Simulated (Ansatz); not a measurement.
C2H3Br, SMILES C=CBr: the interaction energy of a dimer with the counterpoise correction, run with the Python package of Ansatz (0.2.0).

`dimer_c2h3br.py`:
```python
import ansatz as az

FIRST = [
    ("C", (-0.5245, 0.1724, -0.4481)),
    ("C", (0.4175, 0.0111, 0.4061)),
    ("Br", (1.1599, -1.637, 0.7219)),
    ("H", (-0.9255, -0.5848, -1.0424)),
    ("H", (-0.9809, 1.2035, -0.6258)),
    ("H", (0.8536, 0.835, 0.9884)),
]
SECOND = [
    ("C", (3.0169, -2.5805, 3.2663)),
    ("C", (2.2112, -1.5987, 3.4398)),
    ("Br", (2.736, -0.0609, 4.2922)),
    ("H", (4.0179, -2.5881, 3.5584)),
    ("H", (2.6712, -3.5334, 2.7414)),
    ("H", (1.1719, -1.5987, 3.0821)),
]

def energy(atoms, ghosts=()):
    molecule = az.Crystal.molecule()
    for symbol, xyz in atoms:
        molecule = molecule.atom(symbol, xyz)
    calc = (
        molecule.calculation()
        .basis(gaussian="def2-SVP")
        .correlation("mp2")
    )
    deck = calc.input()
    if ghosts:
        deck = deck.set(az.key.basis.gaussian.ghost_atoms, [{"symbol": s, "position_ang": list(xyz)} for s, xyz in ghosts])
    return az.Session.from_dict(deck).plan().execute().report["free_energy_ev"]


def main() -> None:
    both = energy(FIRST + SECOND)
    alone = energy(FIRST) + energy(SECOND)
    ghosted = energy(FIRST, SECOND) + energy(SECOND, FIRST)
    print(f"dimer {both:.6f} eV")
    print(f"interaction, uncorrected   {23.060548 * (both - alone):8.3f} kcal/mol")
    print(f"interaction, counterpoise  {23.060548 * (both - ghosted):8.3f} kcal/mol")
    print(f"basis-set superposition    {23.060548 * (alone - ghosted):8.3f} kcal/mol")


if __name__ == "__main__":
    main()
```

How large is the interaction at this pose, and how much of it is basis-set superposition?

Uncorrected it is 7.654 kcal/mol, with the counterpoise correction 10.402 kcal/mol; the difference, 2.75 kcal/mol, is the superposition error. In this basis both values are repulsive.

The run itself:

```console
$ python dimer_c2h3br.py
dimer -144219.193274 eV
interaction, uncorrected      7.654 kcal/mol
interaction, counterpoise    10.402 kcal/mol
basis-set superposition       2.748 kcal/mol
```

Reading the output:
- These settings explore the input space; basis and method may be short of convergence.
- The dimer is a generated trial pose of unrelaxed monomers, not a minimum, so the figure is no binding energy, and the basis set is small.
- Finished in 24 s on 1 thread of Arm Neoverse V1 (shared host), peak memory 0.4 GiB.
